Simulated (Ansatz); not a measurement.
# Ta4C3 (Pm-3m) in Ansatz: reference runs

Aim: a first look at Ta4C3 with PBEsol, on the cell as given.

Program: Ansatz 0.2.0. These are calculated values, not measurements. Logs are shortened: lines on timing, memory, paths and dates and some standing lists are left out, and cuts for length are marked.

### Step 1. Starting point

Symmetry: Pm-3m, No. 221, cubic system. The conventional cell has a = 4.445 Å, b = 4.445 Å, c = 4.445 Å, α = 90.00°, β = 90.00°, γ = 90.00°. Ta (site symmetry m-3m) is surrounded by 6 C at 2.22 Å. Ta (site symmetry 4/mmm) is surrounded by 4 C at 2.22 Å. C (site symmetry 4/mmm) is surrounded by 6 Ta at 2.22 Å.

The cell comes from a database or a generator and needn't be the stable form of this composition.

### Step 2. Single point, PBEsol

The input, input.yaml:

```yaml
crystal:
  lattice:
    - [4.445281, 0.0, 0.0]
    - [0.0, 4.445281, 0.0]
    - [0.0, 0.0, 4.445281]
  atoms:
    - { symbol: Ta, position: [0.0, 0.0, 0.0] }
    - { symbol: Ta, position: [0.5, 0.5, 0.0] }
    - { symbol: Ta, position: [0.5, 0.0, 0.5] }
    - { symbol: Ta, position: [0.0, 0.5, 0.5] }
    - { symbol: C, position: [0.0, 0.0, 0.5] }
    - { symbol: C, position: [0.0, 0.5, 0.0] }
    - { symbol: C, position: [0.5, 0.0, 0.0] }
kpoints:
  mp_grid: { grid: [6, 6, 6] }
scf:
  occupations: { method: fermi_dirac, width: 0.05 }
hamiltonian:
  xc: pbesol
  pseudopotentials: { kind: all_electron, lapw: { basis_error: 0.001 } }
output:
  forces: true
  stress: true
  eigenvalues: true
  populations: true
```

Potentials or basis: all-electron LAPW, scalar-relativistic.

Run with:

```bash
ansatz run input.yaml --threads 4 --pin off --max-ram 12288MiB --backend cpu --events-out ev --progress --plain --runs-dir out
```

Log:

```text
Warning: RAYON_NUM_THREADS=4 ignored (pool sized by the plan → 4); use --threads N
Ta: projections on atomic orbitals take those of the free atom 1s2 2s2 2p6 3s2 3p6 3d10 4s2 4p6 4d10 4f14 5s2 5p6 5d3 6s2, of charge +0.00 (hamiltonian.pseudopotentials.projection_atoms)
C: projections on atomic orbitals take those of the free atom 1s2 2s2 2p2, of charge +0.00 (hamiltonian.pseudopotentials.projection_atoms)
LAPW: plane waves up to 9.306 Å⁻¹, error target 1.0e-3 eV per atom; small_component_spin mean_spin; C in spheres of 0.912 Å, 6 of its electrons in bands, Dirac shells []; Ta in spheres of 1.310 Å, 43 of its electrons in bands, Dirac shells [] (how accurate: hamiltonian.pseudopotentials.lapw.basis_error, Limitations)
Engine: ansatz 0.2.0, x86_64-unknown-linux-gnu
Pseudopotentials: kind: all_electron
Pseudopotential: Ta, LAPW, valence charge 43, lapw/all_electron/scalar/gaussian/Ta, Koelling and Harmon's equation, gaussian nucleus
Pseudopotential: C, LAPW, valence charge 6, lapw/all_electron/scalar/gaussian/C, Koelling and Harmon's equation, gaussian nucleus
[... 64 lines left out ...]
  k-point 1: bands = ["-372.0356", "-372.0356", "-372.0356", "-371.3617", "-371.3617", "-371.3617", "-371.3617", "-371.3617", "-371.3617", "-371.3078", "-371.3078", "-371.3078", "-240.6972", "-240.6972", "-240.6972", "-193.8181", "-193.8181", "-193.8181", "-193.8089", "-193.8089", "-193.1553", "-193.1553", "-193.1553", "-193.1415", "-193.1415", "-193.1415", "-193.1083", "-193.1083", "-193.1083", "-193.1083", "-193.1083", "-193.1083", "-193.0907", "-193.0907", "-193.0907", "-45.0670", "-44.3832", "-44.3438", "-44.3411", "-11.7326", "-11.7326", "-11.7265", "-11.0820", "-11.0802", "-11.0802", "-10.9979", "-10.9979", "-10.9973", "-10.6363", "-10.6195", "-10.6195", "3.1075", "3.1079", "3.1088", "3.1088", "3.1108", "3.1112", "3.1112", "3.7527", "3.7544", "3.7544", "3.7623", "3.7623", "3.7627", "3.7896", "3.8119", "3.8120", "3.8123", "3.8123", "3.8135", "3.8306", "3.8315", "3.8315", "3.8411", "3.8412", "3.8412", "3.8506", "3.8511", "3.8511", "9.7848", "11.3652", "11.4426", "18.7947", "19.4440", "19.4440", "19.5274", "19.8329", "19.8795", "19.8795", "21.1232", "21.2889", "22.1866", "22.1866", "22.6917", "22.6960", "22.6960", "23.9294", "23.9294", "25.0103", "25.9499", "26.8649", "27.3134", "27.8686", "27.8686", "27.9943", "28.0819", "28.1402", "28.1402", "28.5633", "30.0523", "31.2783", "31.4556", "31.8068", "31.9579"]
  k-point 2: bands = ["-372.0356", "-372.0356", "-372.0356", "-371.3617", "-371.3617", "-371.3617", "-371.3617", "-371.3617", "-371.3617", "-371.3078", "-371.3078", "-371.3078", "-240.6972", "-240.6972", "-240.6972", "-193.8181", "-193.8181", "-193.8181", "-193.8089", "-193.8089", "-193.1553", "-193.1553", "-193.1553", "-193.1415", "-193.1415", "-193.1415", "-193.1083", "-193.1083", "-193.1083", "-193.1083", "-193.1083", "-193.1083", "-193.0907", "-193.0907", "-193.0907", "-45.0666", "-44.3767", "-44.3506", "-44.3411", "-11.7083", "-11.7083", "-11.6889", "-11.0865", "-11.0865", "-11.0817", "-11.0028", "-10.9953", "-10.9953", "-10.6956", "-10.6434", "-10.6434", "3.1064", "3.1075", "3.1090", "3.1090", "3.1103", "3.1113", "3.1113", "3.7511", "3.7565", "3.7565", "3.7611", "3.7611", "3.7628", "3.7932", "3.8080", "3.8112", "3.8122", "3.8122", "3.8135", "3.8299", "3.8332", "3.8332", "3.8389", "3.8389", "3.8392", "3.8494", "3.8510", "3.8510", "10.4144", "11.5387", "11.8908", "17.9153", "19.0723", "19.1932", "19.1932", "19.4639", "19.7695", "19.7695", "20.1748", "20.2533", "21.7888", "21.7888", "21.9762", "23.3858", "23.3858", "25.0362", "25.0362", "25.0661", "25.2690", "26.5393", "26.9626", "26.9626", "27.8196", "27.8196", "28.0863", "28.4570", "28.5701", "29.2870", "29.7159", "30.7984", "30.9559", "33.2409", "33.2409"]
  k-point 19: bands = ["-372.0356", "-372.0356", "-372.0356", "-371.3617", "-371.3617", "-371.3617", "-371.3617", "-371.3617", "-371.3617", "-371.3078", "-371.3078", "-371.3078", "-240.6972", "-240.6972", "-240.6972", "-193.8181", "-193.8181", "-193.8181", "-193.8089", "-193.8089", "-193.1553", "-193.1553", "-193.1553", "-193.1415", "-193.1415", "-193.1415", "-193.1083", "-193.1083", "-193.1083", "-193.1083", "-193.1083", "-193.1083", "-193.0907", "-193.0907", "-193.0907", "-45.0660", "-44.3563", "-44.3563", "-44.3563", "-11.8259", "-11.8259", "-11.8259", "-11.0835", "-11.0835", "-11.0835", "-11.0776", "-10.8148", "-10.8148", "-10.8148", "-10.5449", "-10.5449", "3.1066", "3.1066", "3.1066", "3.1076", "3.1118", "3.1118", "3.1118", "3.7487", "3.7487", "3.7487", "3.7686", "3.7686", "3.7686", "3.8001", "3.8001", "3.8044", "3.8044", "3.8044", "3.8202", "3.8202", "3.8202", "3.8340", "3.8371", "3.8516", "3.8516", "3.8516", "3.8593", "3.8593", "13.6753", "13.6753", "13.6753", "15.1469", "15.8648", "15.8648", "15.8648", "18.2995", "18.2995", "18.5842", "18.5842", "18.5842", "22.4978", "22.4978", "22.4978", "23.4548", "26.7683", "26.7683", "26.7683", "26.8578", "26.8578", "27.1913", "27.1913", "27.1913", "27.8415", "29.4528", "29.4528", "29.4528", "29.7288", "29.7288", "29.7288", "33.4322", "33.7916", "33.7916", "34.1492"]
--- Löwdin populations: 7 sites ---
  site symbol       q [e]
     0     Ta     72.1739
     1     Ta     72.4403
     2     Ta     72.4403
     3     Ta     72.4403
     4      C      6.7320
     5      C      6.7320
     6      C      6.7320
  spilling = 0.000997 (of n_electrons = 310.000000)
```

It took 34 s on 4 threads of AMD EPYC 7R43 (Zen 3), shared host; peak memory 0.92 GiB.

What came out:

| Property | Result |
| --- | --- |
| Free energy | -1700875.0200 eV |
| Pressure | -8.6 GPa |
| Band gap on the k mesh | none (metal or under the smearing width) |
| Loewdin charges | Ta +0.83, +0.56; C -0.73 e |

### Step 3. Equation of state, PBEsol

Potentials or basis: all-electron LAPW, scalar-relativistic.

This step only gathers the single runs of the series.

What came out:

- Equilibrium volume: 12.18 Å³/atom
- Bulk modulus: 308 GPa
- Pressure derivative of the bulk modulus: 4.1

Energy against volume, from the lowest point:
```tsv
volume (Å³/atom)	energy (meV/atom)
11.796	11.42
12.047	0.44
12.298	0.00
12.549	9.05
12.800	26.63
13.051	51.90
13.302	84.07
```
